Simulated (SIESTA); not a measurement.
Ta3Cu: single point with PBE

Crystal: Ta3Cu.

```
Ta Cu
1.0
    -2.00651    2.00651    4.20817
     2.00651   -2.00651    4.20817
     2.00651    2.00651   -4.20817
Ta Cu
3 1
Direct
  0.50185 0.49359 0.99179
  0.25396 0.74979 0.49805
  0.74012 0.24821 0.49693
  0.99944 0.99868 0.99370
```

The cell comes from a database or a generator and needn't be the stable form of this composition.

The cell isn't the ideal one: atoms moved at random, drawn with an rms of 0.05 Å.

| Quantity | Value |
| --- | --- |
| Program | SIESTA 5.4.2 |
| Task | single point |
| Functional | PBE |
| Potentials or basis | PseudoDojo 0.4 standard (PBE files) |
| Basis | DZP (energy shift 0.003 Ry; two zetas on semicore shells) |
| Grid cutoff | 800 Ry |
| Energy shift | 0.003 Ry |
| k mesh | 9 × 9 × 9 |
| Occupations | fermi-dirac, width 0.05 eV |
| Spin | no spin polarisation |

- Pressure: 1.5 GPa
- Largest force: 0.738 eV/Å
- Band gap on the k mesh: none (metal or under the smearing width)

Forces in eV/Å, atoms in the order of the input:
```
Ta   0.348 -0.100 -0.348
Ta   0.112 -0.266  0.005
Ta  -0.425  0.327  0.506
Cu  -0.035  0.039 -0.163
```

Stress tensor (GPa, compression positive):
```
 2.22 -0.04 -0.21
-0.04  1.39 -0.28
-0.21 -0.28  0.83
```

Levels at points of the mesh, in eV from the Fermi level:
```csv
k point,band 26,band 27,band 28,band 29,band 30,band 31,band 32,band 33
"(0.00, 0.00, 0.00)",-1.68,-1.65,-0.24,-0.16,0.07,1.93,2.45,2.75
```

It took 4 min on 1 thread of Arm Neoverse V2, on a shared host, peak memory 0.52 GiB.

Caveat: short orbitals over semicore shells can move pressures by several GPa; the basis of atomic orbitals isn't converged, which shifts pressures, moduli and gaps. The run has no spin-orbit coupling, so splittings on Ta are missing.
